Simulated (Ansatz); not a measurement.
# BCl₃H₅NSi: up Jacob's ladder to CCSD(T)

One table from this session's results is given with a row withheld; the runs are named, their logs left out.

Program: Ansatz 0.2.0, Gaussian basis. Level of theory: functionals in def2-TZVPP, the program's frozen cores in correlated methods. These are calculated values, not measurements.

Plan: LDA (SPW92), PBE-D4, revPBE-D4, BLYP-D4, r2SCAN-D4, B97M-V, PBE0-D4, B3LYP-D4, r2SCANh-D4, r2SCAN0-D4, HSE06-D4, BHLYP-D4, CAM-B3LYP-D4, LC-ωPBE, ωB97X-V, ωB97M-V, B2PLYP, PBE-QIDH; CCSD(T)/def2-SVP; CCSD(T)/def2-TZVPP; MP2/def2-QZVPP; extrapolation to the limit; RPA on PBE.

### The geometry

All runs share one geometry, relaxed beforehand with PBE0-D4 in a triple-zeta def2 set.

11 atoms, charge 0, spin multiplicity 1.

Atoms are counted from 1 here; the program's logs count them from 0.

Bond lengths: Si1–N2 1.833 Å, Si1–H7 1.469 Å, Si1–H8 1.484 Å, Si1–H9 1.474 Å, N2–B3 1.610 Å, N2–H10 1.019 Å, N2–H11 1.020 Å, B3–Cl4 1.830 Å, B3–Cl5 1.827 Å, B3–Cl6 1.839 Å. Angles: N2–Si1–H7 109.1°, N2–Si1–H8 103.7°, N2–Si1–H9 106.5°, H7–Si1–H8 111.6°, H7–Si1–H9 115.0°, H8–Si1–H9 110.3°, Si1–N2–B3 114.8°, Si1–N2–H10 111.6°, Si1–N2–H11 110.0°, B3–N2–H10 107.0°, B3–N2–H11 106.6°, H10–N2–H11 106.4°, N2–B3–Cl4 106.0°, N2–B3–Cl5 106.4°, N2–B3–Cl6 105.2°, Cl4–B3–Cl5 112.9°, Cl4–B3–Cl6 112.9°, Cl5–B3–Cl6 112.7°.

The first run:

The input, in.yaml:

```yaml
crystal:
  periodic: [false, false, false]
  atoms:
    - {symbol: Si, position_ang: [-0.301107, -1.147144, 0.962169]}
    - {symbol: N, position_ang: [0.660317, -0.102939, -0.197120]}
    - {symbol: B, position_ang: [-0.142250, 1.159223, -0.793409]}
    - {symbol: Cl, position_ang: [-1.319149, 0.475680, -2.016365]}
    - {symbol: Cl, position_ang: [1.109023, 2.257455, -1.547006]}
    - {symbol: Cl, position_ang: [-0.980232, 1.924790, 0.653856]}
    - {symbol: H, position_ang: [-1.714637, -1.132019, 0.562370]}
    - {symbol: H, position_ang: [0.297079, -2.495354, 0.800524]}
    - {symbol: H, position_ang: [-0.030466, -0.627480, 2.315095]}
    - {symbol: H, position_ang: [1.002329, -0.641267, -0.991926]}
    - {symbol: H, position_ang: [1.484493, 0.272051, 0.272411]}
basis:
  gaussian: {orbitals: def2-TZVPP}
hamiltonian: {xc: lda}
output: {orbitals: {seedname: orbitals}}
```

Run with:

```bash
$ ansatz run in.yaml --threads 4 --pin off --events-out ev --progress --plain --max-ram 11315MiB
```

Steps of the session up to this table: LDA; PBE-D4 (GGA); revPBE-D4 (GGA); BLYP-D4 (GGA); r2SCAN-D4 (meta-GGA); B97M-V (meta-GGA); PBE0-D4 (hybrid); B3LYP-D4 (hybrid); r2SCANh-D4 (hybrid); r2SCAN0-D4 (hybrid); HSE06-D4 (hybrid); BHLYP-D4 (hybrid); CAM-B3LYP-D4 (range-separated); LC-ωPBE (range-separated); ωB97X-V (range-separated); ωB97M-V (range-separated); B2PLYP (double hybrid); PBE-QIDH (double hybrid).

One table of the session follows, with a row left open; its other results are not shown here.

It belongs to the step «Orbital energies across the functionals». 

```
  functional  HOMO (eV)  gap (eV)
 LDA (SPW92)      -6.81      4.93
      PBE-D4      -6.66      5.02
   revPBE-D4      -6.60      5.07
     BLYP-D4      -6.48      4.95
   r2SCAN-D4      -7.01      5.78
      B97M-V      -7.13      5.62
     PBE0-D4      -8.05      7.24
    B3LYP-D4      -7.76      6.72
  r2SCANh-D4      -7.52      6.57
  r2SCAN0-D4      -8.28      7.74
    HSE06-D4      -7.65      6.47
    BHLYP-D4      -9.28      9.28
CAM-B3LYP-D4          ?         ?
     LC-ωPBE     -10.84     12.17
     ωB97X-V     -10.46     11.63
     ωB97M-V     -10.30     11.12
```

Q: Estimate the row for CAM-B3LYP-D4 from the others.

**Answer.** HOMO (eV): -9.40; gap (eV): 9.52. In the column «HOMO (eV)» it lies between ωB97M-V (-10.30) and BHLYP-D4 (-9.28).
